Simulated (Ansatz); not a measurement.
# AlN (P6_3mc): equation of state with a fit

Aim: an equation of state with a fit, for AlN (P6_3mc), run from a script.

The COD entry's cell or inner coordinates are ideal or old and differ from later refinements, so a difference from it is no clean test against experiment.

Program: Ansatz 0.2.0 through its Python package. Level of theory: DFT LDA, plane waves, PAW. These are calculated values, not measurements.

### 1 The system

Symmetry: P6_3mc, No. 186, hexagonal system. Conventional cell: a = 3.113 Å, b = 3.113 Å, c = 4.981 Å, α = 90.00°, β = 90.00°, γ = 120.00°. Al (site symmetry 3m) has 4 N at 1.89 Å as nearest neighbours. Around N (site symmetry 3m) lie 4 Al at 1.89 Å.

No structure file is read: the coordinates are typed or built in the script.

### 2 Script

Input file eos_aln.py:

```python
"""Equation of state of AlN."""

import ansatz
from ase.eos import EquationOfState
from ase.units import GPa
import numpy as np

vectors0 = np.array([
    [3.113, 0.0, 0.0],
    [-1.5565, 2.695937, 0.0],
    [0.0, 0.0, 4.981],
])
sites = [
    ("Al", (1 / 3, 2 / 3, 0.0)),
    ("Al", (2 / 3, 1 / 3, 0.5)),
    ("N", (1 / 3, 2 / 3, 0.38)),
    ("N", (2 / 3, 1 / 3, 0.88)),
]


def make_crystal(cell):
    crystal = ansatz.Crystal(lattice=ansatz.Lattice.of(cell))
    for symbol, position in sites:
        crystal = crystal.atom(symbol, position)
    return crystal

# scale the volume, keep shape and fractions
volumes, energies = [], []
for scale in np.linspace(0.88, 1.12, 7):
    cell = vectors0 * scale ** (1 / 3)
    calc = (
        make_crystal(cell).calculation()
        .functional("LDA")
        .basis(24 * ansatz.Ha)
        .accuracy("medium")
        .occupations("fixed")
        .scf(max_iterations=200, extra_bands=12)
        .kpoints(7, 7, 4)
    )
    rep = calc.run(threads=1, pin="off").report
    volumes.append(abs(np.linalg.det(cell)) / len(sites))
    energies.append(rep["free_energy_ev"] / len(sites))
    print(f"V = {volumes[-1]:8.4f} A^3/atom  F = {energies[-1]:.5f} eV/atom")

eos = EquationOfState(volumes, energies, eos="murnaghan")
v0, e0, bulk = eos.fit()
print(f"V0 = {v0:.4f} A^3/atom, E0 = {e0:.5f} eV/atom, B = {bulk / GPa:.1f} GPa")
```

### 3 What the engine is handed

The package turns the script's settings into the engine's input (first run):

```yaml
crystal:
  lattice:
    - [2.9831380030072894, 0.0, 0.0]
    - [-1.4915690015036447, 2.583473215038054, 0.0]
    - [0.0, 0.0, 4.7732124616059455]
  atoms:
    - { symbol: Al, position: [0.3333333333333333, 0.6666666666666666, 0.0] }
    - { symbol: Al, position: [0.6666666666666666, 0.3333333333333333, 0.5] }
    - { symbol: "N", position: [0.3333333333333333, 0.6666666666666666, 0.38] }
    - { symbol: "N", position: [0.6666666666666666, 0.3333333333333333, 0.88] }
accuracy: medium
basis:
  ecutwfc: 653.073269903712
kpoints:
  mp_grid:
    grid: [7, 7, 4]
hamiltonian:
  xc: lda
scf:
  max_iter: 200
  n_extra_bands: 12
  occupations:
    method: fixed
```

### 4 The run

Started as:

```
$ python eos_aln.py
```

**Question.** Where does the minimum lie against the volume typed, and how stiff is the crystal?

The runs gave:

```
                      quantity            value
                 runs compared                7
               range of energy  112.68 meV/atom
lowest point, volume (Å³/atom)           10.033
      equilibrium volume (fit)    10.21 Å³/atom
            bulk modulus (fit)          211 GPa
```

A third-order Birch-Murnaghan fit through the 7 points has its minimum at 10.21 Å³ an atom, 2.3 % below the typed cell, with a bulk modulus of 211 GPa and dB/dP = 3.9. From that minimum the energy rises by 78.9 meV an atom on the compressed side and 114.8 meV on the expanded side. Caveats:
- Shape and fractional positions are held along the curve, so the bulk modulus is an upper value where they are free to relax.
- Of the deposited cell: the entry's cell lengths or inner coordinates differ somewhat from later room-temperature determinations.
